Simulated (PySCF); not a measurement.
# C2H7GeNS: the cost of one run

Computed with PySCF 2.14.0, with density-fitted response routines of our own, on a single molecule in the gas phase. Atoms count from 0, in the outputs and in this text.

### Step 1. The starting structure

12 atoms, charge 0, multiplicity 1; geometry from: GFN2-xTB. The atoms were then displaced at random by about 0.01 Å, so the start is not that level's minimum.

Bonds of the start (Å): C0–C1 1.46, C1–S2 1.63, C1–Ge3 2.01, Ge3–N4 1.80, C0–H5 1.08, C0–H6 1.11, C0–H7 1.10, Ge3–H8 1.51, Ge3–H9 1.49, N4–H10 1.00, N4–H11 1.02.

### Step 2. Geometry optimisation at PBE0-D3(BJ)/def2-SVP

Job settings and geometry (Å):

```
{"job": {"xc": "PBE0", "basis": "def2-SVP", "d3": "d3bj", "grid": 1, "shake": 0.01, "kind": "geom"}, "charge": 0, "multiplicity": 1}
C     -1.589980     0.332970     0.804930
C     -0.932300    -0.650700    -0.047770
S     -1.770000    -1.686970    -0.992940
Ge     1.078670    -0.698880    -0.025420
N      1.579000     0.991710    -0.393500
H     -1.396480     0.149960     1.847400
H     -1.188900     1.345370     0.590840
H     -2.672230     0.364850     0.640000
H      1.589550    -0.971040     1.372110
H      1.498100    -1.773700    -0.974060
H      1.269100     1.380470    -1.258890
H      2.575150     1.187690    -0.277580
```

Started as:

```console
OMP_NUM_THREADS=1 python probes_run.py task.json out
```

One launch serves the whole session: the jobs run in the order shown.

**Question.** How long does this first job take on 1 thread of Arm Neoverse N1, shared host?

About 3.2 min.
